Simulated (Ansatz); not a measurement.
# F2H6N2Ti: the cost of one run

Program: Ansatz 0.2.0. Level of theory: RKS PBE-D4/def2-SVP. These are calculated values, not measurements.

### 1 The system as given

Bond lengths: Ti1–N2 2.410 Å, N2–H3 1.060 Å, N2–H4 1.060 Å, Ti1–F5 1.830 Å, Ti1–F6 1.829 Å, Ti1–N7 2.059 Å, N7–H8 1.060 Å, N7–H9 1.060 Å, Ti1–H10 2.000 Å, Ti1–H11 2.209 Å. Angles (14 of 21 angles, heavy atoms first): N2–Ti1–F5 109.4°, N2–Ti1–F6 109.5°, N2–Ti1–N7 109.5°, F5–Ti1–F6 109.5°, F5–Ti1–N7 109.5°, F6–Ti1–N7 109.5°, Ti1–N2–H3 120.0°, Ti1–N2–H4 120.0°, N2–Ti1–H10 71.6°, N2–Ti1–H11 41.7°, F5–Ti1–H10 75.8°, F5–Ti1–H11 90.2°, F6–Ti1–H10 173.4°, F6–Ti1–H11 150.6°.

As a file:

```xyz
11

Ti    0.0000    0.0000    0.0000
N     0.0000    0.0000    2.4100
H    -0.8770   -0.2713    2.9400
H     0.8770    0.2713    2.9400
F     1.7257    0.0000   -0.6094
F    -0.8619    1.4933   -0.6094
N    -0.9703   -1.6810   -0.6860
H    -1.5052   -2.2973   -0.0095
H    -0.9349   -1.9302   -1.7156
H     0.7442   -1.7460    0.6306
H     0.5760   -1.3513    1.6495
```

### 2 Pulling towards end A

Springs on the bonds that form and break draw the guess towards this end; the thresholds are loose.

File input.yaml:

```yaml
crystal:
  periodic: [false, false, false]
  atoms:
    - { symbol: Ti, position_ang: [0.0, 0.0, 0.0] }
    - { symbol: "N", position_ang: [0.0, 0.0, 2.41] }
    - { symbol: H, position_ang: [-0.877, -0.2713, 2.94] }
    - { symbol: H, position_ang: [0.877, 0.2713, 2.94] }
    - { symbol: F, position_ang: [1.7257, 0.0, -0.6094] }
    - { symbol: F, position_ang: [-0.8619, 1.4933, -0.6094] }
    - { symbol: "N", position_ang: [-0.9703, -1.681, -0.686] }
    - { symbol: H, position_ang: [-1.5052, -2.2973, -0.0095] }
    - { symbol: H, position_ang: [-0.9349, -1.9302, -1.7156] }
    - { symbol: H, position_ang: [0.7442, -1.746, 0.6306] }
    - { symbol: H, position_ang: [0.576, -1.3513, 1.6495] }
basis:
  gaussian: { orbitals: def2-SVP }
hamiltonian:
  xc: pbe
  dispersion: d4
relax:
  f_tol: 0.15
  max_steps: 25
  restrain:
    - { distance: [0, 9], at: 2.9, k: 30.0 }
    - { distance: [10, 1], at: 2.26, k: 30.0 }
    - { distance: [0, 1], at: 2.06, k: 30.0 }
    - { distance: [10, 9], at: 0.66, k: 30.0 }
```

Run with:

```sh
ansatz run input.yaml --threads 4 --pin off --max-ram 5120MiB --backend cpu --events-out ev --progress --plain --runs-dir out
```

**Question.** How long does this run take on 4 threads of Intel Xeon at 2.80GHz (Skylake/Cascade Lake), shared host, and how much memory does it need?

About 18 s, with a peak of 0.21 GiB.
